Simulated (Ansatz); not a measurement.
# C3H9GaSSiSn: small, medium and large basis sets

The task here is to estimate one member of a computed series from the others.

Computed with Ansatz 0.2.0, Gaussian basis. Level: one geometry, several basis sets.

The runs, in order: PBE0-D4/def2-SVP; ωB97M-V/def2-SVP; PBE0-D4/def2-QZVPP; ωB97M-V/def2-QZVPP; the functionals' def2-TZVPP values are taken from earlier runs.

1 further run of the same task is left out (for a known fault of the program).

## The geometry

All runs share one geometry, relaxed beforehand with PBE0-D4 in a triple-zeta def2 set. Sn takes the def2 core potential; no spin-orbit term is included.

SMILES `C#C[S][SnH]([GaH2])[CH2][SiH3]`, 16 atoms, charge 0, spin multiplicity 1.

Atoms are counted from 1 here; the program's logs count them from 0.

Bond lengths: C1–C2 1.207 Å, C1–H8 1.064 Å, C2–S3 1.677 Å, S3–Sn4 2.450 Å, Sn4–Ga5 2.634 Å, Sn4–C6 2.179 Å, Sn4–H9 1.710 Å, Ga5–H10 1.567 Å, Ga5–H11 1.566 Å, C6–Si7 1.847 Å, C6–H12 1.091 Å, C6–H13 1.092 Å, Si7–H14 1.486 Å, Si7–H15 1.535 Å, Si7–H16 1.484 Å. Angles: C2–C1–H8 179.3°, C1–C2–S3 178.7°, C2–S3–Sn4 96.1°, S3–Sn4–Ga5 111.6°, S3–Sn4–C6 103.4°, S3–Sn4–H9 105.0°, Ga5–Sn4–C6 98.0°, Ga5–Sn4–H9 126.7°, C6–Sn4–H9 109.8°, Sn4–Ga5–H10 119.1°, Sn4–Ga5–H11 117.9°, H10–Ga5–H11 122.7°, Sn4–C6–Si7 105.3°, Sn4–C6–H12 111.6°, Sn4–C6–H13 106.2°, Si7–C6–H12 112.5°, Si7–C6–H13 112.4°, H12–C6–H13 108.7° and more.

The first run:

Input file in.yaml:

```yaml
crystal:
  periodic: [false, false, false]
  atoms:
    - {symbol: C, position_ang: [-2.517425, 1.810735, 2.576280]}
    - {symbol: C, position_ang: [-1.532770, 2.137663, 1.959681]}
    - {symbol: S, position_ang: [-0.150819, 2.607353, 1.134491]}
    - {symbol: Sn, position_ang: [-0.340200, 0.945157, -0.655646]}
    - {symbol: Ga, position_ang: [1.957782, 0.581302, -1.890008]}
    - {symbol: C, position_ang: [-0.410035, -0.948644, 0.419968]}
    - {symbol: Si, position_ang: [0.816601, -2.037168, -0.429389]}
    - {symbol: H, position_ang: [-3.388349, 1.535432, 3.121441]}
    - {symbol: H, position_ang: [-1.854665, 1.253403, -1.386640]}
    - {symbol: H, position_ang: [1.959701, -0.038873, -3.329436]}
    - {symbol: H, position_ang: [3.253259, 1.132186, -1.203615]}
    - {symbol: H, position_ang: [-1.414590, -1.373819, 0.420454]}
    - {symbol: H, position_ang: [-0.124554, -0.724448, 1.450249]}
    - {symbol: H, position_ang: [1.433578, -3.132428, 0.363295]}
    - {symbol: H, position_ang: [2.020085, -1.177391, -0.839664]}
    - {symbol: H, position_ang: [0.292431, -2.570462, -1.711453]}
basis:
  gaussian: {orbitals: def2-SVP}
hamiltonian: {xc: pbe0, dispersion: d4}
output: {orbitals: {seedname: orbitals}}
```

Launch:

```sh
> ansatz run in.yaml --threads 2 --pin off --events-out ev --progress --plain --max-ram 22528MiB --backend cpu
```

Among the steps run: PBE0-D4 in def2-SVP; ωB97M-V in def2-SVP; PBE0-D4 in def2-QZVPP; ωB97M-V in def2-QZVPP.

One table of the session follows, with a row left open; its other results are not shown here.

It belongs to the step «Density functionals: the series». 

```
functional       basis  HOMO (eV)  LUMO (eV)
   PBE0-D4    def2-SVP      -6.44      -1.70
   PBE0-D4  def2-TZVPP      -6.53      -1.76
   PBE0-D4  def2-QZVPP      -6.54      -1.79
   ωB97M-V    def2-SVP          ?          ?
   ωB97M-V  def2-TZVPP      -8.61      -0.06
   ωB97M-V  def2-QZVPP      -8.62      -0.17
```

Estimate the missing values for ωB97M-V, def2-SVP.

**Answer.** HOMO (eV): -8.49; LUMO (eV): 0.08. In the column «HOMO (eV)» it lies between ωB97M-V, def2-TZVPP (-8.61) and PBE0-D4, def2-QZVPP (-6.54).
